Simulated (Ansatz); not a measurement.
# H3O2PSe: the cost of one run

The runs use Ansatz 0.2.0, Gaussian basis; the settings change from run to run.

### 1 The geometry

The structure was relaxed beforehand with PBE0-D4 in a triple-zeta def2 set.

7 atoms, charge 0, spin multiplicity 1.

Atoms are counted from 1 here; the program's logs count them from 0.

Bond lengths: O1–P2 1.628 Å, O1–H5 0.963 Å, P2–O3 1.627 Å, P2–Se4 2.307 Å, O3–H6 0.962 Å, Se4–H7 1.471 Å. Angles: P2–O1–H5 110.9°, O1–P2–O3 92.8°, O1–P2–Se4 101.7°, O3–P2–Se4 103.3°, P2–O3–H6 110.5°, P2–Se4–H7 93.1°.

### 2 B2GP-PLYP/cc-pVTZ-DK

Options: a point charge of -1.00 e beside it.

Input file in.yaml:

```yaml
crystal:
  periodic: [false, false, false]
  atoms:
    - {symbol: O, position_ang: [-1.058775, 1.011621, 0.154392]}
    - {symbol: P, position_ang: [-0.509902, -0.482938, 0.496363]}
    - {symbol: O, position_ang: [0.804369, 0.090308, 1.264924]}
    - {symbol: Se, position_ang: [0.323139, -1.153362, -1.547569]}
    - {symbol: H, position_ang: [-1.793351, 0.974152, -0.466590]}
    - {symbol: H, position_ang: [1.216925, -0.602357, 1.790152]}
    - {symbol: H, position_ang: [1.078695, 0.094476, -1.737273]}
basis:
  gaussian: {orbitals: cc-pVTZ-DK, point_charges: [{charge: -1.00, position_ang: [3.729, -0.213, 0.412]}]}
hamiltonian: {xc: {name: B2GP-PLYP}}
```

Launch:

```
$ ansatz run in.yaml --threads 2 --pin off --events-out ev --progress --plain --max-ram 4352MiB
```

Q: Estimate wall time and peak memory on 2 threads of INTEL XEON PLATINUM 8581C at 2.10GHz, shared host.

About 3.7 s, with a peak of 0.42 GiB.
